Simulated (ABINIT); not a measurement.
Runs of ABINIT 10.8.3 (patched build) on Al2Cl. It takes space group Fm-3m (No. 225, cubic). The conventional cell has a = 6.317 Å, b = 6.317 Å, c = 6.317 Å, α = 90.00°, β = 90.00°, γ = 90.00°. Al (site symmetry -43m) is surrounded by 4 Cl at 2.74 Å. Cl (site symmetry m-3m) is surrounded by 8 Al at 2.74 Å. The cell was built by a generator and needn't be a form met in nature.

| task | level | potentials or basis | cell | k mesh | cutoff (eV) | cell freedom (optcell) | optimiser (ionmov) | cutoff smearing ecutsm (Ha) | force stop (Ha/bohr) | bands in the sums | gap on the mesh (eV) | pressure (GPa) |
| --- | --- | --- | --- | --- | --- | --- | --- | --- | --- | --- | --- | --- |
| relaxation of cell and atoms | LDA-PZ | PseudoDojo NC SR LDA v0.4.1 standard | relaxed | 5 × 5 × 5 | 762 | 2 | 2 | 0.5 | 2e-05 | - | none | 0.0 |
| optical spectrum | PBEsol | PseudoDojo NC SR PBEsol v0.4.1 standard | as given | 6 × 6 × 6, with 4 shifts | 680 | - | - | - | - | 14 | - | 7.8 |
| single point | PBEsol | PseudoDojo NC SR PBEsol v0.4.1 standard | as given | 5 × 5 × 5 | 680 | - | - | - | - | - | none | (a) |
| single point | LDA-PZ | PseudoDojo NC SR LDA v0.4.1 standard | cell relaxed | 5 × 5 × 5 | 762 | - | - | - | - | - | none | 0.0 |

Alike in all rows: no spin polarisation; smearing fermi-dirac 0.05 eV.

**Question.** Estimate the missing entries.

**Answer.** (a) 7.7.

Caveats: an odd number of electrons without spin polarisation forces a metal (some runs); a magnetic or distorted state may lie lower (some runs); the cutoff is short for stress, so the pressure is rough (some runs); the intraband (Drude) term is left out (some runs); spectra need much finer meshes, so this one isn't converged (some runs); independent-particle spectra lack excitons (some runs).

A gap of «none» marks a metal or a gap under the smearing width.
